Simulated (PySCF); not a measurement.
**InC: bond curves at several levels of theory**

The task here is to estimate one member of a computed series from the others.

Method: In def2-SVPD with ECP28, C def2-SVPD, scalar-relativistic core potentials; program: PySCF 2.14.0.

The first run:

Settings of the job:

```yaml
atoms: In, C
charge: 0
basis: In def2-SVPD with ECP28, C def2-SVPD
Hamiltonian: scalar-relativistic core potentials
basis_functions: 52
electrons_treated: 27
masses_in_u: 114.9039, 12.0000
levels: PBE0, PBE, r²SCAN, BP86, TPSSh, B2PLYP, ωB97X, HF, MP2, SCS-MP2, CCSD, CCSD(T)
grid: 80 radial by 434 angular points
occupations: held fixed by the projection of orbital angular momentum
dissociation_limit: In + C, each in its ground configuration
starting_distance_in_angstrom: 2.100
values_of_2S_to_try: 1, 3
```

The run is started by

```sh
> OMP_NUM_THREADS=1 python dia.py task.json out
```

Steps of the session up to this table: Input; The PBE0 curve of the state that the search chose; Other states along the same grid; PBE (GGA); r²SCAN (meta-GGA); BP86 (GGA); TPSSh; B2PLYP (double hybrid); ωB97X; UHF (mean field); MP2 and coupled cluster.

One of the session's tables, all rows but one given; the rest of the session is left out.

Energy (eV) from each level's lowest point:

```
R (Å)    UHF  UHF-MP2  UHF-SCS-MP2  UHF-CCSD  UHF-CCSD(T)
1.916  0.834    0.764        0.779       n/a          n/a
2.005  0.394    0.355        0.365     0.349        0.347
2.094      ?        ?            ?         ?            ?
2.161  0.041    0.034        0.036     0.033        0.033
2.228  0.000    0.000        0.000     0.000        0.000
2.295  0.004    0.009        0.007     0.009        0.008
2.384  0.060    0.072        0.066     0.069        0.068
2.495  0.187    0.207        0.197     0.198        0.196
2.629  0.390    0.419        0.405     0.401        0.397
2.807  0.698    0.744        0.724       n/a          n/a
```

Q: Estimate the row for R (Å) = 2.094 from the others.

Worked estimate for «UHF». A straight line through the neighbours (2.005, 0.394) and (2.161, 0.041) gives 0.394 + (0.041 − 0.394) × (2.094 − 2.005) / (2.161 − 2.005) = 0.193; a parabola fitted to 4 rows on both sides gives 0.133.

The run gave: UHF: 0.141; UHF-MP2: 0.123; UHF-SCS-MP2: 0.128; UHF-CCSD: 0.120; UHF-CCSD(T): 0.120. In «UHF» the line misses by +0.052 and the parabola by -0.008.

Caveats from the session: Lowest PBE0 solution found, without spin–orbit coupling: ⁴Σ⁻ (quartet), unpaired electrons σ ↑, π ↑↑. Warnings in the runs' records: inverted.
